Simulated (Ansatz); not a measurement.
# C2H6OSi2: one species, many methods

Aim: compute C2H6OSi2 with functionals from several rungs and with coupled cluster. The yardstick is the atomisation energy at the CCSD(T) limit.

Program: Ansatz 0.2.0, Gaussian basis. Level of theory: functionals in def2-TZVPP, the program's frozen cores in correlated methods. These are calculated values, not measurements.

Plan: PBE-D4, r2SCAN-D4, PBE0-D4, B3LYP-D4, ωB97X-V, ωB97M-V, B2PLYP; CCSD(T)/def2-TZVPP; MP2/def2-QZVPP; extrapolation to the limit.

## Step 1: Structure used throughout

All runs share one geometry, relaxed beforehand with PBE0-D4 in a triple-zeta def2 set.

SMILES `[SiH3]C1=CO[SiH2]1`, 11 atoms, charge 0, spin multiplicity 1.

Atoms are counted from 1 here; the program's logs count them from 0.

Bond lengths: Si1–C2 1.831 Å, Si1–H6 1.489 Å, Si1–H7 1.488 Å, Si1–H8 1.488 Å, C2–C3 1.352 Å, C2–Si5 1.839 Å, C3–O4 1.371 Å, C3–H9 1.089 Å, O4–Si5 1.717 Å, Si5–H10 1.482 Å, Si5–H11 1.482 Å. Angles: C2–Si1–H6 109.4°, C2–Si1–H7 111.1°, C2–Si1–H8 111.1°, H6–Si1–H7 108.8°, H6–Si1–H8 108.8°, H7–Si1–H8 107.5°, Si1–C2–C3 129.5°, Si1–C2–Si5 148.5°, C3–C2–Si5 82.0°, C2–C3–O4 112.7°, C2–C3–H9 131.2°, O4–C3–H9 116.2°, C3–O4–Si5 86.2°, C2–Si5–O4 79.1°, C2–Si5–H10 119.9°, C2–Si5–H11 119.9°, O4–Si5–H10 111.8°, O4–Si5–H11 111.8° and more.

## Step 2: PBE-D4 (GGA)

in.yaml reads:

```yaml
crystal:
  periodic: [false, false, false]
  atoms:
    - {symbol: Si, position_ang: [-1.787684, 0.283270, -0.414722]}
    - {symbol: C, position_ang: [-0.032836, 0.021116, 0.037528]}
    - {symbol: C, position_ang: [0.622257, 0.358261, 1.171733]}
    - {symbol: O, position_ang: [1.944283, -0.003989, 1.146505]}
    - {symbol: Si, position_ang: [1.625587, -0.626236, -0.422216]}
    - {symbol: H, position_ang: [-2.489542, 0.973106, 0.702254]}
    - {symbol: H, position_ang: [-1.906110, 1.115738, -1.642059]}
    - {symbol: H, position_ang: [-2.470836, -1.010697, -0.683673]}
    - {symbol: H, position_ang: [0.278500, 0.857119, 2.076502]}
    - {symbol: H, position_ang: [2.426617, 0.064125, -1.460729]}
    - {symbol: H, position_ang: [1.855067, -2.088913, -0.490523]}
basis:
  gaussian: {orbitals: def2-TZVPP}
hamiltonian: {xc: pbe, dispersion: d4}
output: {forces: true, orbitals: {seedname: orbitals}}
```

Command:

```
$ ansatz run in.yaml --threads 4 --pin off --events-out ev --progress --plain --max-ram 10444MiB
```

Further steps of the session: r2SCAN-D4 (meta-GGA); PBE0-D4 (hybrid); B3LYP-D4 (hybrid); ωB97X-V (range-separated); ωB97M-V (range-separated); B2PLYP (double hybrid); CCSD(T) in def2-TZVPP; MP2 in def2-QZVPP.

Before running them: what should the planned runs give, taken together? Wanted: atomisation energy, CCSD(T)/CBS; farthest; mean size of error, hybrid; mean size of error, range-separated; gap, smallest and largest; T1 diagnostic; triples share of the correlation energy.

**Answer**, as computed:

| quantity | value |
| --- | --- |
| atomisation energy, CCSD(T)/CBS | 42.158 eV |
| functionals within 0.211 eV (0.5 %) | r2SCAN-D4, PBE0-D4, B3LYP-D4, ωB97M-V |
| farthest | PBE-D4 (+0.570 eV) |
| mean size of error, hybrid | 0.117 eV |
| mean size of error, range-separated | 0.169 eV |
| gap, smallest and largest | 4.55 eV (PBE-D4), 11.05 eV (ωB97X-V) |
| T1 diagnostic | 0.0142 |
| triples share of the correlation energy | 4.2 % |

In words: PBE-D4 misses by +0.570 eV. Double hybrids carry the basis error of their MP2 part in triple zeta, and no dispersion term here, so their miss is partly the set-up's. The reference freezes the cores and leaves out relativity and excitations past (T), so misses under about 0.211 eV can't be ranked. Hartree-Fock recovers 73 % of the binding; the rest is correlation. The gap grows from 4.5 to 11.0 eV across the functionals, mostly with the share of exact exchange.
